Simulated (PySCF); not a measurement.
# SiH(NHEt)3: geometry, NMR shifts, electronic excitations and core binding energies

What NMR shifts, electronic excitations and core binding energies should SiH(NHEt)3 (`[H][Si](NCC)(NCC)NCC`) show?

The runs use PySCF 2.14.0, with density-fitted response routines of our own; the level of theory stands in each step. All values are computed, except where a source is named. Atoms count from 0, in the outputs and in this text.

## 1. The starting structure

29 atoms, charge 0, multiplicity 1; geometry from: GFN2-xTB. The atoms were then displaced at random by about 0.03 Å, so the start is not that level's minimum.

Bonds of the start (Å): Si0–H1 1.47, Si0–N2 1.62, Si0–N11 1.80, Si0–N20 1.75, N2–C3 1.58, N2–H5 0.99, C3–C4 1.48, C3–H6 1.04, C3–H7 1.12, C4–H8 1.15, C4–H9 1.11, C4–H10 1.06, N11–C12 1.53, N11–H14 0.97, C12–C13 1.56, C12–H15 1.04, C12–H16 1.04, C13–H17 1.09, C13–H18 1.03, C13–H19 1.08, N20–C21 1.50, N20–H23 0.98, C21–C22 1.48, C21–H24 1.05, C21–H25 1.03, C22–H26 1.13, C22–H27 1.13, C22–H28 1.08.

## 2. Relaxing the molecule at PBE0-D3(BJ)/def2-SVP

The job: settings as JSON, then the geometry in Å.

```
{"job": {"xc": "PBE0", "basis": "def2-SVP", "d3": "d3bj", "grid": 1, "maxiter": 40, "shake": 0.03, "kind": "geom"}, "charge": 0, "multiplicity": 1}
Si     0.074780    -0.052700    -0.223580
H      0.002110    -0.008950     1.242240
N      1.524350    -0.178910    -0.929430
C      2.847300     0.549230    -0.459580
C      3.457570    -0.162060     0.683280
H      1.805580    -1.081770    -1.237710
H      3.477640     0.652360    -1.284470
H      2.469690     1.554290    -0.154800
H      2.782900    -0.231270     1.615920
H      4.322200     0.432840     1.055380
H      3.776470    -1.141550     0.443410
N     -0.582050     1.496380    -0.863180
C     -1.932600     2.116410    -0.510490
C     -1.775790     3.000980     0.764320
H      0.069970     2.160470    -1.127840
H     -2.259090     2.707220    -1.296840
H     -2.536740     1.305920    -0.268260
H     -1.366900     2.442980     1.603530
H     -2.701750     3.383070     1.016280
H     -1.116500     3.834520     0.551410
N     -1.001490    -1.222890    -0.944470
C     -0.862950    -2.663200    -0.532260
C     -1.746560    -2.886100     0.638300
H     -1.899840    -0.954480    -1.212190
H     -1.134480    -3.278080    -1.334790
H      0.123930    -2.781750    -0.262570
H     -1.478740    -2.363530     1.602240
H     -1.659220    -3.948180     1.005990
H     -2.799330    -2.723470     0.450700
```

On the command line:

```console
> OMP_NUM_THREADS=2 python probes_run.py task.json out
```

The driver reads the jobs from task.json and runs them one after another.

**Question.** This job is followed by: GIAO PBE0/pcSseg-1 NMR shielding, non-relativistic, gas phase; TDDFT CAM-B3LYP/def2-SVPD, vertical, gas phase, core orbitals frozen in the response; GIAO B3LYP/pcSseg-1 NMR shielding, non-relativistic, gas phase; delta-SCF UKS SCAN, pcX-2 on the ionised atom (unc-x2c-TZVPall on a metal), pcseg-1 elsewhere, spin-free X2C. Predict these results of the whole session: rotational constants (main isotopes); ¹³C shifts against TMS (PBE0/pcSseg-1, means over atoms taken as alike); ¹H shifts against TMS (PBE0/pcSseg-1, means over atoms taken as alike); ²⁹Si shifts against TMS (PBE0/pcSseg-1); ¹⁵N shifts against NH3 (PBE0/pcSseg-1, means over atoms taken as alike); potential on the surface of density 0.002 e/bohr³, 1st and 99th percentile; lowest singlet (CAM-B3LYP/def2-SVPD); brightest single state of those computed; lowest triplet; C1s binding energies, SCAN/pcX-2; Si1s binding energies, SCAN/pcX-2; Si2p binding energies, SCAN/pcX-2; N1s binding energies, SCAN/pcX-2; range of the shift of Si0.

As calculated:

```
                                                                  quantity                        value
                                      rotational constants (main isotopes)         0.83, 0.82, 0.46 GHz
   ¹³C shifts against TMS (PBE0/pcSseg-1, means over atoms taken as alike)               37.4, 22.7 ppm
    ¹H shifts against TMS (PBE0/pcSseg-1, means over atoms taken as alike)   4.88, 2.66, 1.00, 0.12 ppm
                                   ²⁹Si shifts against TMS (PBE0/pcSseg-1)                    -36.7 ppm
   ¹⁵N shifts against NH3 (PBE0/pcSseg-1, means over atoms taken as alike)                     52.5 ppm
potential on the surface of density 0.002 e/bohr³, 1st and 99th percentile           -0.86 V and 1.12 V
                                      lowest singlet (CAM-B3LYP/def2-SVPD)  6.14 eV (202 nm), f = 0.016
                                  brightest single state of those computed  state 3, 6.23 eV, f = 0.021
                                                            lowest triplet                      5.92 eV
                                          C1s binding energies, SCAN/pcX-2      C3 291.22, C4 290.32 eV
                                         Si1s binding energies, SCAN/pcX-2               Si0 1846.41 eV
                                         Si2p binding energies, SCAN/pcX-2                Si0 106.52 eV
                                          N1s binding energies, SCAN/pcX-2                 N2 403.71 eV
                                                 range of the shift of Si0           -41.5 to -36.7 ppm
```

**Reading.** The start of the PBE0/def2-SVP relaxation was shaken at random by about 0.03 Å, so part of the energy gained, and of the first lengths quoted, undoes that. The optimisation took 15 steps and gained 2.047 eV; among the close pairs (by a distance rule), N2–C3 changed most, from 1.582 to 1.443 Å. No frequency check was run at this level, so the end point may be a saddle. At PBE0/pcSseg-1: The largest span, 65 ppm, is at N2, N11, N20, where the paramagnetic term is -117 ppm. The lowest singlet, at 6.14 eV, is HOMO→LUMO 0.61, HOMO→LUMO+3 0.11 and is weak; of the 10 states computed, the strongest absorption comes from states 2 to 3 together at 6.23 eV. The lowest triplet lies 0.22 eV below the lowest singlet (triplets in Tamm-Dancoff, singlets in full TDDFT). At SCAN/pcX-2: C3 (carbon bonded to C, N, 2 H) binds its C1s electron 0.90 eV more tightly than C4 (carbon bonded to C, 3 H). In ppm, Si0 moves most: its shift spreads over 4.8 ppm, from -41.5 (B3LYP/pcSseg-1) to -36.7 (PBE0/pcSseg-1).
